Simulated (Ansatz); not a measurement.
# CH6SSi2: basis-set convergence

An exercise on one series of results from a longer session: the logs are not shown, and one member is left open.

Method: one geometry, several basis sets; program: Ansatz 0.2.0, Gaussian basis.

Plan: PBE0-D4/def2-SVP; ωB97M-V/def2-SVP; PBE0-D4/def2-QZVPP; ωB97M-V/def2-QZVPP; the functionals' def2-TZVPP values are taken from earlier runs.

## The relaxed structure

The geometry comes from an earlier relaxation with PBE0-D4 in a triple-zeta def2 set; it is a stationary point, not always the lowest conformer.

10 atoms, charge 0, spin multiplicity 1.

Atoms are counted from 1 here; the program's logs count them from 0.

Bond lengths: Si1–Si2 2.326 Å, Si1–H5 1.485 Å, Si1–H6 1.488 Å, Si1–H7 1.486 Å, Si2–C3 1.850 Å, Si2–S4 2.099 Å, Si2–H8 1.484 Å, C3–S4 1.851 Å, C3–H9 1.086 Å, C3–H10 1.086 Å. Angles: Si2–Si1–H5 107.7°, Si2–Si1–H6 110.8°, Si2–Si1–H7 110.1°, H5–Si1–H6 109.6°, H5–Si1–H7 109.8°, H6–Si1–H7 108.7°, Si1–Si2–C3 118.8°, Si1–Si2–S4 116.5°, Si1–Si2–H8 117.6°, C3–Si2–S4 55.5°, C3–Si2–H8 116.8°, S4–Si2–H8 117.0°, Si2–C3–S4 69.1°, Si2–C3–H9 119.1°, Si2–C3–H10 120.0°, S4–C3–H9 113.4°, S4–C3–H10 113.5°, H9–C3–H10 113.6° and more.

Geometry (Å):

```xyz
10
CH6SSi2
Si   -1.3863    0.7793   -0.8376
Si   -0.1088   -0.7241    0.3938
C     1.6438   -0.2862    0.7913
S     1.5690   -1.5373   -0.5703
H    -0.4527    1.6771   -1.5648
H    -2.2620    1.5860    0.0553
H    -2.2401    0.0483   -1.8102
H    -0.8168   -1.5971    1.3628
H     2.0892   -0.6686    1.7049
H     2.0478    0.6715    0.4780
```

Set-up of the first run:

File in.yaml:

```yaml
crystal:
  periodic: [false, false, false]
  atoms:
    - {symbol: Si, position_ang: [-1.386286, 0.779338, -0.837631]}
    - {symbol: Si, position_ang: [-0.108753, -0.724127, 0.393751]}
    - {symbol: C, position_ang: [1.643762, -0.286221, 0.791270]}
    - {symbol: S, position_ang: [1.568979, -1.537288, -0.570337]}
    - {symbol: H, position_ang: [-0.452704, 1.677086, -1.564795]}
    - {symbol: H, position_ang: [-2.261979, 1.585956, 0.055348]}
    - {symbol: H, position_ang: [-2.240063, 0.048350, -1.810201]}
    - {symbol: H, position_ang: [-0.816802, -1.597148, 1.362815]}
    - {symbol: H, position_ang: [2.089209, -0.668649, 1.704876]}
    - {symbol: H, position_ang: [2.047835, 0.671502, 0.478004]}
basis:
  gaussian: {orbitals: def2-SVP}
hamiltonian: {xc: pbe0, dispersion: d4}
output: {orbitals: {seedname: orbitals}}
```

Started as:

```
$ ansatz run in.yaml --threads 2 --pin off --events-out ev --progress --plain --max-ram 4352MiB
```

Among the steps run: PBE0-D4 in def2-SVP; ωB97M-V in def2-SVP; PBE0-D4 in def2-QZVPP; ωB97M-V in def2-QZVPP.

One table of the session follows, with a row left open; its other results are not shown here.

It belongs to the step «Density functionals: the series». 

```
functional       basis  HOMO (eV)
   PBE0-D4    def2-SVP      -6.79
   PBE0-D4  def2-TZVPP      -6.86
   PBE0-D4  def2-QZVPP      -6.89
   ωB97M-V    def2-SVP      -8.89
   ωB97M-V  def2-TZVPP      -9.00
   ωB97M-V  def2-QZVPP          ?
```

**Question.** Estimate the row for ωB97M-V, def2-QZVPP.

As computed: HOMO (eV): -9.02. In the column «HOMO (eV)» it is the lowest.
